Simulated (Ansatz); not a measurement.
# GePHO+ (doublet): wave-function methods side by side, cc-pVDZ

One table from this session's results is given with a row withheld; the runs are named, their logs left out.

Computed with Ansatz 0.2.0, Gaussian basis. Level: cc-pVDZ, core rule «outside noble gas», up to 20 orbitals frozen.

Plan: UHF; CCSD(T) on ROHF; CCSD(T) on UHF; BCCD(T) on ROHF; CISD as a restricted active space (open shells left free, so some higher excitations enter); CCSDT(Q) on ROHF; CCSDT(Q) on UHF.

7 further runs of the same task are left out: 1 for a known fault of the program, 6 set aside as unsound or not needed. Runs told in other sessions of the task aren't counted.

## The system

The geometry is a PBE0/def2-TZVP stationary point (not a proven minimum) of the parent state, kept for this charge and spin. No spin-orbit coupling is included. The filled d shell of Ge may be among the frozen orbitals whatever the setting's name suggests.

4 atoms, charge 1, spin multiplicity 2.

Atoms are counted from 1 here; the program's logs count them from 0.

Bond lengths: Ge1–O2 1.807 Å, O2–P3 1.633 Å, P3–H4 1.432 Å. Angles: Ge1–O2–P3 130.7°, O2–P3–H4 96.2°.

The first run:

Contents of in.yaml:

```yaml
crystal:
  periodic: [false, false, false]
  atoms:
    - {symbol: Ge, position_ang: [0.000000, -0.042614, 1.059894]}
    - {symbol: O, position_ang: [0.000000, 0.574218, -0.638584]}
    - {symbol: P, position_ang: [0.000000, -0.227192, -2.061619]}
    - {symbol: H, position_ang: [0.000000, 0.937911, -2.894664]}
basis:
  gaussian: {orbitals: cc-pVDZ}
total_charge: 1
magnetization: {spin_polarized: true, initial_magnetization: 1}
hamiltonian: {xc: hf}
output: {orbitals: {seedname: orbitals}}
```

The run is started by

```bash
$ ansatz run in.yaml --threads 1 --pin off --events-out ev --progress --plain --max-ram 4096MiB --backend cpu
```

Steps of the session up to this table: UHF; CCSD(T) on ROHF; CCSD(T) on UHF; BCCD(T) on ROHF; CISD as a restricted active space (open shells left free, so some higher excitations enter); CCSDT(Q) on ROHF; CCSDT(Q) on UHF.

One table of the session follows, with a row left open; its other results are not shown here.

It belongs to the step «Misses and costs». 

```
   method  from RCCSDT(Q) (kJ/mol)
     ROHF                  +1025.1
      UHF                        ?
     RMP2                   +116.7
     UMP2                   +118.5
    RCCSD                    +42.9
    UCCSD                    +42.6
 RCCSD(T)                     +6.6
 UCCSD(T)                     +6.7
  BCCD(T)                     +5.7
   RCCSDT                     +2.8
   UCCSDT                     +2.8
RCCSDT(Q)                        0
UCCSDT(Q)                     -2.3
```

Q: Estimate the row for UHF from the others.

As computed: from RCCSDT(Q) (kJ/mol): +1012.4. In the column «from RCCSDT(Q) (kJ/mol)» it lies between UMP2 (+118.5) and ROHF (+1025.1).

Not comparable, so not listed: CISD as a restricted active space (open shells left free, so some higher excitations enter) (they don't share determinant, frozen orbitals or solution with the rows shown, or repeat one).

Limits of these values: Restricted and unrestricted rows rest on different reference determinants; a gap between their highest levels can come from leftover correlation error, from unlike frozen cores or from another state.
